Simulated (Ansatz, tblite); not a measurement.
# Tetraphenylsilane (C₂₄H₂₀Si): which spin state is lowest

Aim: set other spin states of tetraphenylsilane (C₂₄H₂₀Si) against its singlet, on many levels of theory.

Method: as each input shows; program: Ansatz 0.2.0, Gaussian basis.

Levels to be run: triplet, at the geometry of the singlet (GFN1-xTB, GFN2-xTB, PBE0-D4/def2-TZVP, PBE-D4/def2-TZVP); the singlet's energies come from earlier runs.

### Step 1. The structure

The geometry is that of the singlet, from an earlier relaxation (PBE-D4/def2-SVP).

45 atoms, charge 0, spin multiplicity 1.

Bond lengths: C1–C2 1.404 Å, C1–C25 1.404 Å, C1–H26 1.101 Å, C2–C3 1.404 Å, C2–H27 1.101 Å, C3–C4 1.412 Å, C3–H28 1.102 Å, C4–Si5 1.892 Å, C4–C24 1.415 Å, Si5–C6 1.892 Å, Si5–C12 1.892 Å, Si5–C18 1.893 Å, C6–C7 1.412 Å, C6–C11 1.415 Å, C7–C8 1.404 Å, C7–H29 1.102 Å, C8–C9 1.404 Å, C8–H30 1.101 Å and more. Angles: C2–C1–C25 119.8°, C2–C1–H26 120.1°, C25–C1–H26 120.1°, C1–C2–C3 120.1°, C1–C2–H27 120.0°, C3–C2–H27 119.9°, C2–C3–C4 121.0°, C2–C3–H28 119.4°, C4–C3–H28 119.7°, C3–C4–Si5 122.1°, C3–C4–C24 118.1°, Si5–C4–C24 119.8°, C4–Si5–C6 110.1°, C4–Si5–C12 108.2°, C4–Si5–C18 110.1°, C6–Si5–C12 110.1°, C6–Si5–C18 108.3°, C12–Si5–C18 110.1° and more.

### Step 2. Triplet at the fixed geometry, GFN1-xTB

Tight binding, by tblite at 300 K electronic temperature and without a spin-polarisation term:

```python
tblite.interface.Calculator('GFN1-xTB', numbers, positions, charge=0, uhf=2).singlepoint()
```

Energy -1718.4482 eV; 0.12 s.

### Step 3. Triplet at the fixed geometry, GFN2-xTB

Tight binding, by tblite at 300 K electronic temperature and without a spin-polarisation term:

```python
tblite.interface.Calculator('GFN2-xTB', numbers, positions, charge=0, uhf=2).singlepoint()
```

Energy -1716.5552 eV; 0.14 s.

### Step 4. Triplet at the fixed geometry, PBE0-D4/def2-TZVP

in.yaml reads:

```yaml
crystal:
  periodic: [false, false, false]
  atoms:
    - {symbol: C, position_ang: [4.435544, -1.521810, 0.581527]}
    - {symbol: C, position_ang: [3.403591, -2.450584, 0.374368]}
    - {symbol: C, position_ang: [2.084200, -2.007289, 0.190495]}
    - {symbol: C, position_ang: [1.770905, -0.630433, 0.208324]}
    - {symbol: Si, position_ang: [-0.001161, -0.000214, -0.000481]}
    - {symbol: C, position_ang: [-0.731394, 0.455273, 1.684841]}
    - {symbol: C, position_ang: [0.081445, 0.687102, 2.816126]}
    - {symbol: C, position_ang: [-0.483007, 1.049109, 4.049609]}
    - {symbol: C, position_ang: [-1.874469, 1.187388, 4.173133]}
    - {symbol: C, position_ang: [-2.699696, 0.959246, 3.059944]}
    - {symbol: C, position_ang: [-2.131721, 0.593381, 1.829877]}
    - {symbol: C, position_ang: [0.040399, 1.522401, -1.123391]}
    - {symbol: C, position_ang: [0.862501, 1.523572, -2.274516]}
    - {symbol: C, position_ang: [0.893558, 2.626974, -3.141107]}
    - {symbol: C, position_ang: [0.105017, 3.756242, -2.866945]}
    - {symbol: C, position_ang: [-0.713019, 3.775218, -1.726325]}
    - {symbol: C, position_ang: [-0.744251, 2.667531, -0.864164]}
    - {symbol: C, position_ang: [-1.083332, -1.347939, -0.771408]}
    - {symbol: C, position_ang: [-1.420534, -1.345425, -2.142766]}
    - {symbol: C, position_ang: [-2.203531, -2.370831, -2.696421]}
    - {symbol: C, position_ang: [-2.663151, -3.420803, -1.886017]}
    - {symbol: C, position_ang: [-2.339781, -3.440173, -0.519549]}
    - {symbol: C, position_ang: [-1.560467, -2.410963, 0.030797]}
    - {symbol: C, position_ang: [2.824695, 0.291002, 0.411868]}
    - {symbol: C, position_ang: [4.144193, -0.148125, 0.600685]}
    - {symbol: H, position_ang: [5.471037, -1.868430, 0.722784]}
    - {symbol: H, position_ang: [3.628287, -3.528252, 0.350805]}
    - {symbol: H, position_ang: [1.284428, -2.746601, 0.021887]}
    - {symbol: H, position_ang: [1.174719, 0.574759, 2.734227]}
    - {symbol: H, position_ang: [0.167557, 1.219532, 4.921484]}
    - {symbol: H, position_ang: [-2.318285, 1.467986, 5.140954]}
    - {symbol: H, position_ang: [-3.792265, 1.060905, 3.152481]}
    - {symbol: H, position_ang: [-2.792397, 0.403061, 0.968180]}
    - {symbol: H, position_ang: [1.497421, 0.649652, -2.494309]}
    - {symbol: H, position_ang: [1.540990, 2.608562, -4.031660]}
    - {symbol: H, position_ang: [0.133015, 4.625916, -3.541660]}
    - {symbol: H, position_ang: [-1.327600, 4.661225, -1.503337]}
    - {symbol: H, position_ang: [-1.385311, 2.697980, 0.031780]}
    - {symbol: H, position_ang: [-1.071820, -0.523263, -2.788514]}
    - {symbol: H, position_ang: [-2.460763, -2.347186, -3.766784]}
    - {symbol: H, position_ang: [-3.280114, -4.223644, -2.318637]}
    - {symbol: H, position_ang: [-2.702288, -4.258421, 0.122041]}
    - {symbol: H, position_ang: [-1.326483, -2.431594, 1.107854]}
    - {symbol: H, position_ang: [2.612768, 1.372793, 0.414350]}
    - {symbol: H, position_ang: [4.950569, 0.585192, 0.757574]}
basis:
  gaussian: {orbitals: def2-TZVP, fitting: {mean_field: def2-universal-jkfit}}
magnetization: {spin_polarized: true, initial_magnetization: 2}
hamiltonian: {xc: pbe0, dispersion: d4}
scf: {omitted_lower_state_checks: [starts]}
output: {orbitals: {seedname: orbitals}}
```

Run with:

```sh
$ ansatz run in.yaml --threads 2 --pin off --events-out ev --progress --plain --max-ram 32768MiB --backend cuda --devices 0, --max-vram 18GiB
```

The program printed:

```text
Functional definition: PBE0
  name "PBE0"
  cite "Adamo & Barone, J. Chem. Phys. 110, 6158 (1999) doi:10.1063/1.478522"
  cite "Perdew, Burke & Ernzerhof, Phys. Rev. Lett. 77, 3865 (1996) doi:10.1103/PhysRevLett.77.3865"
  parent pbe
  parameter a = 0.25
  parameter kappa = 0.804
  parameter beta = 0.06672455060314922
  exchange = (1 - a)*pbe_x(kappa = kappa, mu = beta*pi^2/3) + a*exact_x
  correlation = pbe_c(beta = beta)
these checks for a lower state are left out or cut short: starts
2288 factors; integrals over basis functions are off by at most 3.0e-1 eV
mean field evaluation 1: about -33029.8377 eV, gradient 8.1e1 eV
mean field evaluation 2: about -33013.5280 eV, gradient 9.7e1 eV
mean field evaluation 4: about -33056.9736 eV, gradient 2.7e1 eV
mean field evaluation 8: about -33063.2568 eV, gradient 1.9e0 eV
mean field evaluation 16: about -33063.4424 eV, gradient 9.8e-2 eV
mean field evaluation 32: about -33063.4444 eV, gradient 1.5e-4 eV
mean field -33063.44442772 eV, -1215.0591715113 hartree, gradient 1.9e-5 eV, S^2 2.063314; 0 other end points of the search recorded, 0 dependent functions left out
reference -33063.44449445 eV, -1215.0591739636 hartree; 90, 88 occupied and 811, 813 virtual orbitals, 2288 factors
Total energy: -33065.11100272 eV, -1215.1204170128 hartree
Checks for a lower state left out: starts
```

Run time: 32 s. Hardware: 1 × H100 (card shared with other runs) with 2 threads of AMD EPYC 7R13, shared host; peak host memory 1.6 GiB.

HOMO -3.18 eV, LUMO -4.59 eV (over both spins; with the spin held, an empty level of the minority spin lies below the top filled one); ⟨S²⟩ 2.063 (pure: 2.00).

### Step 5. Triplet at the fixed geometry, PBE-D4/def2-TZVP

start.molden holds the orbitals of an earlier run on this state, given as this run's starting guess.

in.yaml, as its differences from that of step 4:

```diff
@@ -49,5 +49,5 @@
 basis:
-  gaussian: {orbitals: def2-TZVP, fitting: {mean_field: def2-universal-jkfit}}
+  gaussian: {orbitals: def2-TZVP, fitting: {mean_field: def2-universal-jkfit}, initial_orbitals: start.molden}
 magnetization: {spin_polarized: true, initial_magnetization: 2}
-hamiltonian: {xc: pbe0, dispersion: d4}
+hamiltonian: {xc: pbe, dispersion: d4}
 scf: {omitted_lower_state_checks: [starts]}
```

Launched as before.

The program printed:

```text
Functional definition: PBE
  name "PBE"
  cite "Perdew, Burke & Ernzerhof, Phys. Rev. Lett. 77, 3865 (1996) doi:10.1103/PhysRevLett.77.3865"
  parent pbe
  parameter kappa = 0.804
  parameter beta = 0.06672455060314922
  exchange = pbe_x(kappa = kappa, mu = beta*pi^2/3)
  correlation = pbe_c(beta = beta)
these checks for a lower state are left out or cut short: starts
2288 factors; integrals over basis functions are off by at most 3.0e-1 eV
mean field evaluation 1: about -33059.7493 eV, gradient 1.4e1 eV
mean field evaluation 2: about -33060.2164 eV, gradient 5.8e-1 eV
mean field evaluation 4: about -33060.2276 eV, gradient 1.8e-1 eV
mean field evaluation 8: about -33060.2290 eV, gradient 1.0e-3 eV
mean field -33060.22900171 eV, -1214.9410067849 hartree, gradient 7.5e-6 eV, S^2 2.020519; 0 other end points of the search recorded, 0 dependent functions left out
reference -33060.22909459 eV, -1214.9410101981 hartree; 90, 88 occupied and 811, 813 virtual orbitals, 2288 factors
Total energy: -33062.13793945 eV, -1215.0111589528 hartree
Checks for a lower state left out: starts
```

Run time: 28 s. Hardware: 1 × H100 (card shared with other runs) with 2 threads of AMD EPYC 7R13, shared host; peak host memory 1.5 GiB.

From the report: HOMO -2.22 eV, LUMO -5.68 eV (over both spins; with the spin held, an empty level of the minority spin lies below the top filled one); ⟨S²⟩ 2.021 (pure: 2.00).

### Step 6. Triplet less singlet, vertical

The singlet's energies are those of its earlier runs, whose logs aren't repeated here.

| level | triplet less singlet, vertical (eV) | time |
| --- | --- | --- |
| GFN1-xTB | +3.775 | 0.2 s |
| GFN2-xTB | +3.775 | 0.22 s |
| PBE-D4/def2-TZVP | +4.056 | 42 s |
| PBE0-D4/def2-TZVP | +4.031 | 49 s |

Times add the two runs; a level without a time comes out of a correlated run. Tight binding without a spin term can't rank spin states.

### Step 7. Outcome

```
                                                quantity                                   value
triplet less singlet, vertical, functionals in def2-TZVP  +4.031 (PBE0-D4) to +4.056 eV (PBE-D4)
```

What this shows: All functionals put the triplet above the singlet, over a spread of 0.025 eV. The checks for a lower triplet were left out, so another state of that spin may lie lower. These are electronic energies, without zero-point motion, entropy or surroundings.
